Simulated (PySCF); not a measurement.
# CH7O2PSi: the cost of one run

Programs: PySCF 2.14.0, with density-fitted response routines of our own. Each step states its level of theory. These are calculated values for one molecule in the gas phase, unless marked as measured. Atoms are numbered from 0 throughout.

## 1. The molecule as given

12 atoms, charge 0, multiplicity 1; geometry from: GFN2-xTB. The atoms were then displaced at random by about 0.01 Å, so the start is not that level's minimum.

Bonds of the start (Å): C0–O1 1.37, O1–Si2 1.61, Si2–O3 1.62, Si2–P4 2.24, C0–H5 1.10, C0–H6 1.08, C0–H7 1.12, Si2–H8 1.44, O3–H9 0.93, P4–H10 1.37, P4–H11 1.37.

## 2. Relaxing the molecule at PBE0-D3(BJ)/def2-SVP

What the job is given:

```
{"job": {"xc": "PBE0", "basis": "def2-SVP", "d3": "d3bj", "grid": 1, "shake": 0.01, "kind": "geom"}, "charge": 0, "multiplicity": 1}
C     -1.914430    -0.833320     0.318600
O     -0.546270    -0.797300     0.424940
Si     0.442280     0.330560    -0.154500
O     -0.082430     1.799690     0.277140
P      2.353630    -0.138090     0.924920
H     -2.232650    -1.130530    -0.687370
H     -2.313780    -1.508790     1.055070
H     -2.330620     0.191020     0.489990
H      0.510210     0.315520    -1.593980
H      0.436300     2.567980     0.335000
H      3.151200     0.526990     0.031930
H      2.566250    -1.352000     0.333960
```

On the command line:

```bash
$ OMP_NUM_THREADS=1 python probes_run.py task.json out
```

The driver reads the jobs from task.json and runs them one after another.

**Question.** How long does this first job take on 1 thread of Arm Neoverse V1, shared host, and how much memory does it need?

About 2.6 min, with a peak of 0.45 GiB.
